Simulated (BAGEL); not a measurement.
# HF/3-21G (density fitting with cc-pvqz-jkfit) run of GeSiH3ClO (SMILES Cl[SiH]1[O][GeH2]1)

What is the vertical singlet–triplet gap of GeSiH3ClO at HF/3-21G (density fitting with cc-pvqz-jkfit)? 

The results are computed with BAGEL 1.2.2.

1 further run of the same task is left out (set aside as unsound or not needed).

## 1. The molecule

GeSiH3ClO: 7 atoms, total charge 0, spin state singlet. As SMILES, `Cl[SiH]1[O][GeH2]1`. The coordinates come from a PBE0-D4/def2-TZVP relaxation.

Bond lengths: Cl1–Si2 2.039 Å, Si2–O3 1.633 Å, Si2–Ge4 2.255 Å, O3–Ge4 1.905 Å, Si2–H5 1.478 Å, Ge4–H6 1.535 Å, Ge4–H7 1.534 Å. Some angles: Cl1–Si2–O3 117.0°, Cl1–Si2–Ge4 122.5°, O3–Si2–Ge4 56.0°, Si2–O3–Ge4 78.8°, Si2–Ge4–O3 45.3°, Cl1–Si2–H5 107.1°, O3–Si2–H5 118.0°, Ge4–Si2–H5 126.8°, Si2–Ge4–H6 124.6°, Si2–Ge4–H7 122.6°.

## 2. A single-point energy at HF/3-21G (density fitting with cc-pvqz-jkfit)

Contents of job.json:

```json
{ "bagel": [

{
  "title": "molecule",
  "basis": "3-21g",
  "df_basis": "cc-pvqz-jkfit",
  "angstrom": "true",
  "geometry": [
    { "atom": "Cl", "xyz": [       0.946700,      -2.488800,       0.655700 ] },
    { "atom": "Si", "xyz": [      -0.269300,      -1.038200,      -0.101800 ] },
    { "atom": "O", "xyz": [       0.399800,       0.013200,      -1.157400 ] },
    { "atom": "Ge", "xyz": [       0.044800,       1.152900,       0.326900 ] },
    { "atom": "H", "xyz": [      -1.538000,      -1.691900,      -0.484400 ] },
    { "atom": "H", "xyz": [      -0.900200,       2.274100,      -0.128200 ] },
    { "atom": "H", "xyz": [       1.377500,       1.710600,       0.843500 ] }
  ]
},

{ "title": "hf" },

{ "title": "print", "file": "orbitals.molden", "orbitals": "true" }

]}
```

Run with:

```bash
$ BAGEL_NUM_THREADS=1 BAGEL job.json > job.out
```

The log of the run:

```text
* using 1 threads per process

  ===============================================================
  ===============================================================

  *** Geometry ***

  { "atom" : "Cl", "xyz" : [      1.789004,     -4.703150,      1.239093 ] },
  { "atom" : "Si", "xyz" : [     -0.508903,     -1.961914,     -0.192374 ] },
  { "atom" : "O", "xyz" : [      0.755513,      0.024944,     -2.187169 ] },
  { "atom" : "Ge", "xyz" : [      0.084660,      2.178665,      0.617751 ] },
  { "atom" : "H", "xyz" : [     -2.906399,     -3.197228,     -0.915383 ] },
  { "atom" : "H", "xyz" : [     -1.701131,      4.297426,     -0.242263 ] },
  { "atom" : "H", "xyz" : [      2.603098,      3.232566,      1.593984 ] },

  Number of auxiliary basis functions:      773

  Since a DF basis is specified, we compute 2- and 3-index integrals:
    o Being stored without compression. Storage requirement is 0.025 GB

  Number of basis functions:       63
  Number of electrons      :       74

    * METHOD: MOLECULE                             0.48

  *** RHF ***

  === Nuclear Repulsion ===
   422.3381594333

      * DIIS with orbital gradients will be used.

  === RHF iteration (3-21g) ===
      0      -2886.05163360          0.02130170           0.11
      1      -2886.12459658          0.01949446           0.10
      2      -2886.23811000          0.00130049           0.10
      3      -2886.23931468          0.00040045           0.10
      4      -2886.23947994          0.00010865           0.11
      5      -2886.23949749          0.00003761           0.10
      6      -2886.23949983          0.00000966           0.10
      7      -2886.23949996          0.00000375           0.11
      8      -2886.23949997          0.00000127           0.11
      9      -2886.23949998          0.00000045           0.11
     10      -2886.23949998          0.00000014           0.10
     11      -2886.23949998          0.00000005           0.10
     12      -2886.23949998          0.00000002           0.10
     13      -2886.23949998          0.00000001           0.10
    * SCF iteration converged.

    * Permanent dipole moment:
           (    0.990145,    -0.888462,    -0.750293) a.u.

    * METHOD: HF                                   1.65

    * METHOD: PRINT                                0.01

  ===============================================================
```

Run time: 2.3 s. Hardware: 1 thread of Intel Xeon 6975P-C (Granite Rapids), shared host; peak memory 0.16 GiB.

## 3. The triplet

Contents of hf.json:

```json
{ "bagel": [

{
  "title": "molecule",
  "basis": "3-21g",
  "df_basis": "cc-pvqz-jkfit",
  "angstrom": true,
  "geometry": [
    { "atom": "Cl", "xyz": [    0.946700,   -2.488800,    0.655700 ] },
    { "atom": "Si", "xyz": [   -0.269300,   -1.038200,   -0.101800 ] },
    { "atom": "O", "xyz": [    0.399800,    0.013200,   -1.157400 ] },
    { "atom": "Ge", "xyz": [    0.044800,    1.152900,    0.326900 ] },
    { "atom": "H", "xyz": [   -1.538000,   -1.691900,   -0.484400 ] },
    { "atom": "H", "xyz": [   -0.900200,    2.274100,   -0.128200 ] },
    { "atom": "H", "xyz": [    1.377500,    1.710600,    0.843500 ] }
  ]
},
{ "title": "uhf", "nopen": 2 },
{ "title": "print", "file": "orbitals.molden", "orbitals": true }

]}
```

Run with:

```bash
$ BAGEL_NUM_THREADS=1 BAGEL hf.json > hf.out
```

The log of the run:

```text
* using 1 threads per process

  ===============================================================
  ===============================================================

  *** Geometry ***

  { "atom" : "Cl", "xyz" : [      1.789004,     -4.703150,      1.239093 ] },
  { "atom" : "Si", "xyz" : [     -0.508903,     -1.961914,     -0.192374 ] },
  { "atom" : "O", "xyz" : [      0.755513,      0.024944,     -2.187169 ] },
  { "atom" : "Ge", "xyz" : [      0.084660,      2.178665,      0.617751 ] },
  { "atom" : "H", "xyz" : [     -2.906399,     -3.197228,     -0.915383 ] },
  { "atom" : "H", "xyz" : [     -1.701131,      4.297426,     -0.242263 ] },
  { "atom" : "H", "xyz" : [      2.603098,      3.232566,      1.593984 ] },

  Number of auxiliary basis functions:      773

  Since a DF basis is specified, we compute 2- and 3-index integrals:
    o Being stored without compression. Storage requirement is 0.025 GB

  Number of basis functions:       63
  Number of electrons      :       74

    * METHOD: MOLECULE                             0.43

  *** Open-shell HF ***

  === Nuclear Repulsion ===
   422.3381594333

      * DIIS with orbital gradients will be used.

  === UHF iteration (3-21g) ===
      0      -2885.86935277          0.04123858           0.21
      1      -2885.93532335          0.04405650           0.21
      2      -2885.98995239          0.03741425           0.21
      3      -2886.10738720          0.00204667           0.21
      4      -2886.11215223          0.00145256           0.21
      5      -2886.11511614          0.00090145           0.21
      6      -2886.11652316          0.00041143           0.21
      7      -2886.11679124          0.00018273           0.21
      8      -2886.11682282          0.00005698           0.21
      9      -2886.11682608          0.00003345           0.20
     10      -2886.11682783          0.00002361           0.20
     11      -2886.11682893          0.00001575           0.21
     12      -2886.11682959          0.00000854           0.21
     13      -2886.11682971          0.00000442           0.21
     14      -2886.11682976          0.00000261           0.21
     15      -2886.11682979          0.00000111           0.24
     16      -2886.11682979          0.00000066           0.21
     17      -2886.11682979          0.00000035           0.20
     18      -2886.11682979          0.00000021           0.21
     19      -2886.11682979          0.00000012           0.21
     20      -2886.11682979          0.00000008           0.21
     21      -2886.11682979          0.00000005           0.21
     22      -2886.11682979          0.00000003           0.21
     23      -2886.11682979          0.00000002           0.21
     24      -2886.11682979          0.00000001           0.21
     25      -2886.11682979          0.00000001           0.21
    * SCF iteration converged.

    * S^2 (UHF) is 2.0323

    * Permanent dipole moment:
           (    0.774401,    -0.610707,    -0.046890) a.u.

    * METHOD: UHF                                  5.65

    * METHOD: PRINT                                0.01

  ===============================================================
```

Run time: 6.3 s. Hardware: 1 thread of Intel Xeon 6975P-C (Granite Rapids), shared host; peak memory 0.16 GiB.

## 4. Outcome

At HF/3-21G (density fitting with cc-pvqz-jkfit):

```
                                        quantity           value
                           singlet: total energy  -2886.23950 Eh
                          singlet: dipole moment          3.88 D
                            singlet: HOMO energy        -9.87 eV
                            singlet: LUMO energy         1.39 eV
                          singlet: HOMO–LUMO gap        11.25 eV
                           triplet: total energy  -2886.11683 Eh
                          triplet: dipole moment          2.51 D
                                   triplet: ⟨S²⟩           2.032
vertical energy of the triplet above the singlet        3.338 eV
```

**Reading.** At this shape the triplet lies 3.34 eV (322 kJ/mol) above the singlet.
